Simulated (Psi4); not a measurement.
# Two attempts at [AlNHO3]− (SMILES O=[N+]([O-])[O-].[AlH])

Wanted: the interaction energy of [AlNHO3]−, PBE0-D3(BJ)/jun-cc-pVDZ (density fitting, counterpoise (cp, nocp), fragments set).

Program for the calculation: Psi4 1.11.

4 further runs of the same task are left out: 4 set aside as unsound or not needed. Runs told in other sessions of the task aren't counted.

## 1. The system as given

[AlNHO3]− has 6 atoms, charge -1, and is taken as a singlet. SMILES: `O=[N+]([O-])[O-].[AlH]`.

Bond lengths: O1–N2 1.235 Å, N2–O3 1.235 Å, N2–O4 1.235 Å, Al5–H6 1.613 Å. Angles: O1–N2–O3 120.0°, O1–N2–O4 120.0°, O3–N2–O4 120.0°.

## 2. Try one

Contents of alhno3.py:

```python
import psi4

psi4.set_memory('1600 MB')
psi4.set_num_threads(1)
psi4.set_output_file('output.dat', False)

mol = psi4.geometry("""
-1 1
O      0.295750     0.520330     1.080370
N     -0.005970    -0.003400     0.003140
O      0.467940    -1.101740    -0.303400
O     -0.757710     0.584820    -0.780120
--
0 1
Al     0.288660     2.643540    -2.152750
H     -0.079850     4.196100    -1.913870
units angstrom
symmetry c3v
no_reorient
no_com
""")

psi4.set_options({
    'basis': 'jun-cc-pVDZ',
})

e_tot = psi4.energy('PBE0-D3BJ', bsse_type=['cp', 'nocp'])
print(f'PBE0-D3BJ energy: {e_tot:.10f} Eh')
```

Launch:

```
$ python alhno3.py
```

output.dat:

```text
-----------------------------------------------------------------------
                               Psi4 1.11 release

    h
    h
    h

    -----------------------------------------------------------------------

    Memory:     1.5 GiB
    Threads:    1
                ecpint, einsums, f̶o̶r̶t̶e̶, gauxc, gcp, g̶d̶m̶a̶, geometric, g̶p̶u̶_̶d̶f̶c̶c̶,
                i̶n̶t̶e̶g̶r̶a̶t̶o̶r̶x̶x̶, i̶p̶i̶, libefp, m̶d̶i̶, m̶p̶2̶d̶, m̶r̶c̶c̶, ooo,
                o̶p̶e̶n̶f̶e̶r̶m̶i̶o̶n̶p̶s̶i̶4̶, pcmsolver, p̶s̶i̶4̶f̶o̶c̶k̶c̶i̶, p̶s̶i̶x̶a̶s̶,
                p̶y̶e̶i̶n̶s̶u̶m̶s̶, r̶e̶s̶p̶, s̶i̶m̶i̶n̶t̶, s̶n̶s̶m̶p̶2̶,
                v̶2̶r̶d̶m̶_̶c̶a̶s̶s̶c̶f̶
```

On the terminal:

```text
RuntimeError:
Fatal Error: PointGroup: Unknown point group name provided.
```

Wall time 1 s (1 thread of Intel Xeon at 2.60GHz (Ice Lake), shared host); peak memory 0.13 GiB.

## 3. What went wrong

The program stopped with an error.

The telling line is `Fatal Error: PointGroup: Unknown point group name provided.`. The fault: the input holds a word that the program doesn't know. To mend it: symmetry c1 in place of c3v.

## 4. Try two

Contents of run.py:

```python
import psi4

psi4.set_memory(1600000000)
psi4.set_num_threads(1)
psi4.core.set_output_file('run.log', False)

geom = psi4.geometry("""
-1 1
O      0.295750     0.520330     1.080370
N     -0.005970    -0.003400     0.003140
O      0.467940    -1.101740    -0.303400
O     -0.757710     0.584820    -0.780120
--
0 1
Al     0.288660     2.643540    -2.152750
H     -0.079850     4.196100    -1.913870
symmetry c1
no_reorient
no_com
""")

psi4.set_options({
    'basis': 'jun-cc-pVDZ',
})

e, wfn = psi4.energy('pbe0-d3bj', bsse_type=['cp', 'nocp'], return_wfn=True)
print(f'total energy {e:.8f} hartree = {e * 27.211386:.5f} eV')
for k, v in sorted(psi4.core.scalar_variables().items()):
    print(f'{k:45s} {v:18.10f}')
```

Launch:

```
$ python run.py
```

run.log:

```text
[...]
  Running in c1 symmetry.
[...]
  Nuclear repulsion =  119.490016718016122
[...]
  Multiplicity = 1
[...]
  Nalpha       = 16
  Nbeta        = 16
[...]
    Number of basis functions: 72
[...]
   @DF-RKS iter   1:  -279.87552588035419   -1.00815e-01   1.13981e-02 ADIIS/DIIS
[...]
   @DF-RKS iter   5:  -242.85400477924591   -2.54928e-07   5.14397e-07 DIIS
[...]
    Orbital Energies [Eh]
    ---------------------
    Doubly Occupied:
       1A    -56.184555     2A     -4.195333     3A     -2.726246
       4A     -2.726241     5A     -2.718564     6A     -0.381536
       7A     -0.212080
[...]
  @DF-RKS Final Energy:  -242.85400477924591
   => Energetics <=
    Nuclear Repulsion Energy =              4.2636533693236753
    One-Electron Energy =                -345.8555065436838163
    Two-Electron Energy =                 112.9644391634600851
    DFT Exchange-Correlation Energy =     -14.2261892446549627
    Empirical Dispersion Energy =          -0.0004015236908687
    VV10 Nonlocal Energy =                  0.0000000000000000
    Total Energy =                       -242.8540047792458836
[...]
 Multipole Moments:
 ------------------------------------------------------------------------------------
     Multipole            Electronic (a.u.)      Nuclear  (a.u.)        Total (a.u.)
 ------------------------------------------------------------------------------------
 L = 1.  Multiply by 2.5417464519 to convert [e a0] to [Debye]
 Dipole X            :         -6.9623621            6.9404538           -0.0219083
 Dipole Y            :        -72.7853886           72.8718456            0.0864570
 Dipole Z            :         56.5193269          -56.5020931            0.0172339
 Magnitude           :                                                    0.0908394
[...]
```

The script printed:

```text
total energy -0.01672418 hartree = -0.45509 eV
CALCINFO NATOM                                      6.0000000000
CALCINFO NFR                                        2.0000000000
CALCINFO NMC                                        1.0000000000
CP-CORRECTED 2-BODY CONTRIBUTION TO ENERGY         -0.0167241838
CP-CORRECTED INTERACTION ENERGY                    -0.0167241838
CP-CORRECTED INTERACTION ENERGY THROUGH 1-BODY       0.0000000000
CP-CORRECTED INTERACTION ENERGY THROUGH 2-BODY      -0.0167241838
CP-CORRECTED TOTAL ENERGY                        -522.9940851351
CP-CORRECTED TOTAL ENERGY THROUGH 1-BODY         -522.9773609513
CP-CORRECTED TOTAL ENERGY THROUGH 2-BODY         -522.9940851351
CURRENT ENERGY                                     -0.0167241838
N-BODY (1)@(1) TOTAL ENERGY                      -280.1235634373
N-BODY (1)@(1, 2) TOTAL ENERGY                   -280.1238336497
N-BODY (1, 2)@(1, 2) TOTAL ENERGY                -522.9945626127
N-BODY (2)@(1, 2) TOTAL ENERGY                   -242.8540047792
N-BODY (2)@(2) TOTAL ENERGY                      -242.8537975140
NBODY NUMBER                                        5.0000000000
NOCP-CORRECTED 2-BODY CONTRIBUTION TO ENERGY       -0.0172016614
NOCP-CORRECTED INTERACTION ENERGY                  -0.0172016614
NOCP-CORRECTED INTERACTION ENERGY THROUGH 1-BODY       0.0000000000
NOCP-CORRECTED INTERACTION ENERGY THROUGH 2-BODY      -0.0172016614
NOCP-CORRECTED TOTAL ENERGY                      -522.9945626127
NOCP-CORRECTED TOTAL ENERGY THROUGH 1-BODY       -522.9773609513
NOCP-CORRECTED TOTAL ENERGY THROUGH 2-BODY       -522.9945626127
NUCLEAR REPULSION ENERGY                          189.2388666464
```

It took 20 s on 1 thread of Intel Xeon at 2.60GHz (Ice Lake), shared host; peak memory 0.65 GiB.

## 5. Summary of results

Level: PBE0-D3(BJ)/jun-cc-pVDZ (density fitting, counterpoise (cp, nocp), fragments set).

```
          quantity          value
interaction energy  -43.91 kJ/mol
```
